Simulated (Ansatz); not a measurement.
# CH5FSSi2: harmonic frequencies at the relaxed geometry

Aim: harmonic frequencies at the relaxed geometry, for CH5FSSi2, run from a script.

Computed with the Python package of Ansatz 0.2.0. Level of theory: PBE0+D3(BJ)/def2-SVP.

**1. Starting point**

Bond lengths: C1–Si2 1.826 Å, Si2–F3 1.565 Å, Si2–Si4 2.162 Å, Si2–S5 2.127 Å, Si4–S5 2.104 Å, C1–H6 1.147 Å, C1–H7 1.087 Å, C1–H8 1.037 Å, Si4–H9 1.566 Å, Si4–H10 1.444 Å. Angles (14 of 19 angles, heavy atoms first): C1–Si2–F3 114.5°, C1–Si2–Si4 125.6°, C1–Si2–S5 113.9°, F3–Si2–Si4 118.1°, F3–Si2–S5 110.3°, Si4–Si2–S5 58.7°, Si2–Si4–S5 59.8°, Si2–S5–Si4 61.4°, Si2–C1–H6 107.9°, Si2–C1–H7 111.2°, Si2–C1–H8 111.4°, Si2–Si4–H9 117.7°, Si2–Si4–H10 125.8°, S5–Si4–H9 106.2°.

Input file ch5fssi2.xyz:

```xyz
10

C     0.28270   -1.08810    1.29050
Si    0.66700   -0.04700   -0.15990
F     2.15030   -0.14070   -0.65110
Si   -0.78550    0.86070   -1.47920
S     0.09240    1.98910    0.06450
H    -0.80040   -0.87300    1.60220
H     0.89960   -0.81710    2.14360
H     0.38220   -2.09650    1.06870
H    -2.29940    0.71570   -1.10670
H    -0.50580    1.44570   -2.76960
```

**2. The script**

File freq_ch5fssi2.py:

```python
# -*- coding: utf-8 -*-
import itertools

import ansatz as az
from ase.data import atomic_numbers, covalent_radii
import numpy as np

molecule = az.Crystal.molecule_from_extxyz("ch5fssi2.xyz")

base = molecule.calculation()
base = base.basis(gaussian="def2-SVP")
base = base.functional("pbe0", dispersion="d3bj")
symbols = [site.symbol for site in molecule.cartesian_sites]
start = np.array([site.position_ang for site in molecule.cartesian_sites], dtype=float)
r = base.relax(force_tolerance=0.003).run().report
end = np.array(r["positions_ang"])

radius = [covalent_radii[atomic_numbers[s]] for s in symbols]
span = lambda where, i, j: np.linalg.norm(where[i] - where[j])
bonded = [(i, j) for i, j in itertools.combinations(range(len(symbols)), 2) if min(span(start, i, j), span(end, i, j)) < 1.2 * (radius[i] + radius[j])]
print("pair        before    after (A)")
for i, j in bonded:
    print(f"{symbols[i]}{i}-{symbols[j]}{j}".ljust(10), f"{span(start, i, j):8.4f} {span(end, i, j):8.4f}")

minimum = az.Crystal.molecule()
for symbol, place in zip(symbols, end):
    minimum = minimum.atom(symbol, place.tolist())
vibrating = (
    minimum.calculation()
    .basis(gaussian="def2-SVP")
    .functional("pbe0", dispersion="d3bj")
    .phonons(temperatures=(298.15, 498.15, 100))
)
vib = vibrating.run().report["vibrations"]
sums = vib["harmonic_sums"]
modes = [m["omega_inv_cm"] for m in sums["modes_at_gamma"] if m["rigid_motion"] == "no"]
print("frequencies (1/cm):", " ".join(f"{w:.0f}" for w in modes))
print("imaginary modes:", sum(w < 0 for w in modes), " zero-point energy:", round(sums["zero_point_energy_ev"], 4), "eV")
print("T (K)   F_vib (eV)   S_vib (meV/K)   C_vib (meV/K)")
for row in zip(sums["temperatures_k"], sums["vibrational_free_energy_ev"], vib["entropy_ev_per_k"], vib["heat_capacity_ev_per_k"]):
    print(f"{row[0]:6.1f} {row[1]:11.4f} {1000 * row[2]:13.4f} {1000 * row[3]:15.4f}")
```

**3. What the engine is handed**

The engine receives this input (first run):

```yaml
crystal:
  periodic: [false, false, false]
  atoms:
    - { symbol: C, position_ang: [0.2827, -1.0881, 1.2905] }
    - { symbol: Si, position_ang: [0.667, -0.047, -0.1599] }
    - { symbol: F, position_ang: [2.1503, -0.1407, -0.6511] }
    - { symbol: Si, position_ang: [-0.7855, 0.8607, -1.4792] }
    - { symbol: S, position_ang: [0.0924, 1.9891, 0.0645] }
    - { symbol: H, position_ang: [-0.8004, -0.873, 1.6022] }
    - { symbol: H, position_ang: [0.8996, -0.8171, 2.1436] }
    - { symbol: H, position_ang: [0.3822, -2.0965, 1.0687] }
    - { symbol: H, position_ang: [-2.2994, 0.7157, -1.1067] }
    - { symbol: H, position_ang: [-0.5058, 1.4457, -2.7696] }
basis:
  gaussian:
    orbitals: def2-SVP
hamiltonian:
  xc: pbe0
  dispersion: d3bj
relax:
  f_tol: 0.003
```

**4. The run**

The run is started by

```sh
> python freq_ch5fssi2.py
```

Q: Predict the main results. Wanted: moves of the relaxation of run 1; energy gained in run 1; last largest force component of run 1; highest frequency; imaginary modes; zero-point energy.

The runs gave:

| quantity | value |
| --- | --- |
| runs compared | 2 |
| moves of the relaxation of run 1 | 11 |
| energy gained in run 1 | 0.486 eV |
| last largest force component of run 1 | 0.0013 eV/Å |
| highest frequency | 3187 cm⁻¹ |
| imaginary modes | 0 |
| zero-point energy | 1.626 eV |

Run 1: After 11 moves the largest shift is 0.268 Å, of atom 9 (H). All frequencies are real, so the geometry is a minimum. The values are harmonic; measured fundamentals also hold anharmonic shifts, mostly downward for stretches. The frequencies are harmonic and unscaled, in a modest basis.
